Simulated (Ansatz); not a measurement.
# FGeHO: the cost of one run

Method: RKS PBE0/def2-SVP, in Ansatz 0.2.0.

### Step 1. The structure to begin with

Bond lengths: O1–Ge2 1.741 Å, Ge2–F3 1.730 Å, O1–H4 1.052 Å. Angles: O1–Ge2–F3 107.5°, Ge2–O1–H4 105.6°.

As a file:

```xyz
4

O    -0.8416    0.3042   -0.6024
Ge   -0.2435   -0.4608    0.8430
F     1.3531   -1.0348    0.5039
H    -0.2125    1.1311   -0.7647
```

### Step 2. Relaxing end A

Contents of input.yaml:

```yaml
crystal:
  periodic: [false, false, false]
  atoms:
    - { symbol: O, position_ang: [-0.8416, 0.3042, -0.6024] }
    - { symbol: Ge, position_ang: [-0.2435, -0.4608, 0.843] }
    - { symbol: F, position_ang: [1.3531, -1.0348, 0.5039] }
    - { symbol: H, position_ang: [-0.2125, 1.1311, -0.7647] }
basis:
  gaussian: { orbitals: def2-SVP }
hamiltonian:
  xc: pbe0
relax:
  f_tol: 0.02
  max_steps: 50
```

The run is started by

```
> ansatz run input.yaml --threads 1 --pin off --max-ram 2048MiB --backend cpu --events-out ev --progress --plain --runs-dir out
```

**Question.** How long does this run take on 1 thread of Arm Neoverse V2, shared host, and how much memory does it need?

About 17 s, with a peak of 0.13 GiB.
